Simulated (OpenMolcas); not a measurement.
**V⁴⁺ among point charges: CASSCF and CASPT2 levels and susceptibility**

Aim: the splitting of the states of V⁴⁺ in the field of 8 point charges, its lowest levels with spin-orbit coupling and its magnetic susceptibility.

Program: OpenMolcas 26.06. Level of theory: state-averaged CASSCF and CASPT2, spin-orbit coupling by RASSI with atomic mean-field integrals. These are calculated values, not measurements, unless marked.

## 1. The system

```
Species                           : V⁴⁺ (vanadium, Z = 23, 19 electrons)
Basis                             : ANO-RCC-VDZP [5s4p2d1f], 34 functions
Scalar Hamiltonian                : DKH2, point nucleus
Inactive shells                   : 1s 2s 2p 3s 3p
Active space                      : 1 electron in 5 orbitals (3d)
Some configurations of this space : 3d
Orbitals                          : optimised for each spin and parity, averaged over all roots
```

The outer shells:

3d
```
3d [↑ ][  ][  ][  ][  ]
```

The ion sits among 8 point charges of -1.6 e arranged as a cube (Oh), 2.01 Å from the ion.

Each step is its own input file, run in one work folder so that later steps find the files of earlier ones. Labels, J, g values, rates, χT and fits are worked out afterwards by a script from the matrices that RASSI stores. The input lists half of the charges; inversion (Group=XYZ) makes the rest.

## 2. GATEWAY and SEWARD: basis and integrals

Input file a.inp:

```
&GATEWAY
Coord
1

V 0.0 0.0 0.0
Basis=ANO-RCC-VDZP
Group=XYZ
NoMove
AngMom=0.0 0.0 0.0
AMFI
XField
4 Angstrom 0
1.160474 1.160474 1.160474 -1.600000
1.160474 1.160474 -1.160474 -1.600000
1.160474 -1.160474 1.160474 -1.600000
1.160474 -1.160474 -1.160474 -1.600000
&SEWARD
```

Launch:

```sh
$ OMP_NUM_THREADS=1 MOLCAS_MEM=1689 MOLCAS_PROJECT=a pymolcas a.inp > a.log
```

## 3. Reference wave functions, doublets of even parity, 5 roots

Input file a.inp:

```
&RASSCF
FileOrb=start.orb
Symmetry=1
Spin=2
nActEl=1 0 0
Inactive=3 6
Ras2=5 0
CIRoot=5 5 1
SDav=5
CIMx=300
Iter=120 100
PrWF=0.3
OrbListing=Nothing
MaxOrb=0
>>> COPY $Project.JobIph JOB001
```

start.orb holds the contracted functions of the basis, ordered by shell, or the orbitals of the step before.

## 4. State interaction with spin-orbit coupling

Input file a.inp:

```
&RASSI
NrOfJobIphs=1 5
1 2 3 4 5
IphNames
JOB001
EJob
SpinOrbit
DIPRint=1.0
SOCoupling=1000.0
Subsets=2
Property=9
'ANGMOM' 1 'ANGMOM' 2 'ANGMOM' 3 'MLTPL  1' 1 'MLTPL  1' 2 'MLTPL  1' 3
'AMFI' 1 'AMFI' 2 'AMFI' 3
SOProperty=3
'ANGMOM' 1 'ANGMOM' 2 'ANGMOM' 3
```

## 5. CASPT2: IPEA 0.25, imaginary shift 0.1 (closed shells correlated: 3s 3p)

Input file a.inp:

```
>>> COPY JOB001 $Project.JobIph
&CASPT2
Multistate=5 1 2 3 4 5
NoMult
Frozen=2 3
IPEA=0.25
Imaginary=0.1
MaxIter=60
WThr=0.0 0.3 0.05
PrWF=0.5
NoMix
```

(Steps that only read results are left out.)

Q: Predict the outcome of this session. Wanted: spin-free ground state; first state of the same spin within the active space; lowest level; next level.

As calculated:

```
                                            quantity                                                                        value
                                              method  SS-CASPT2, IPEA 0.25, imaginary shift 0.1 (closed shells correlated: 3s 3p)
                              spin-free ground state                                               2E, 2-fold in its orbital part
first state of the same spin within the active space                                                             2T2 at 2870 cm⁻¹
                                        lowest level                                                                    4-fold Γ8
                                          next level                                                                  2808.3 cm⁻¹
                                         χT at 300 K                                                               0.37 cm³ K/mol
                           effective moment at 300 K                                                                      1.72 μB
```

Cost by method:

| method | time of its own steps | time with the reference |
| --- | --- | --- |
| A. CASSCF | 1.5 s | 1.5 s |
| B. SS-CASPT2, IPEA 0.25, imaginary shift 0.1, +3s 3p | 0.52 s | 2 s |

Times are of one thread on a shared host.

The spin-free ground state (2E) comes to 100 % from free-ion D terms and keeps the highest spin of the shell. χT at 300 K is 0.37, against 0.38 cm³ K/mol for the spin alone; near agreement at one temperature doesn't show that the orbital moment is quenched. A ligand-field fit to the states below 45000 cm-1 gives 10Dq = -2867 cm-1, the gap between the two states. An orbital doublet at a regular site is open to a Jahn-Teller distortion, which this geometry leaves out. The field of point charges can differ much from that of real complexes. Point charges carry no covalency, so the field is a model and not that of real ligands.
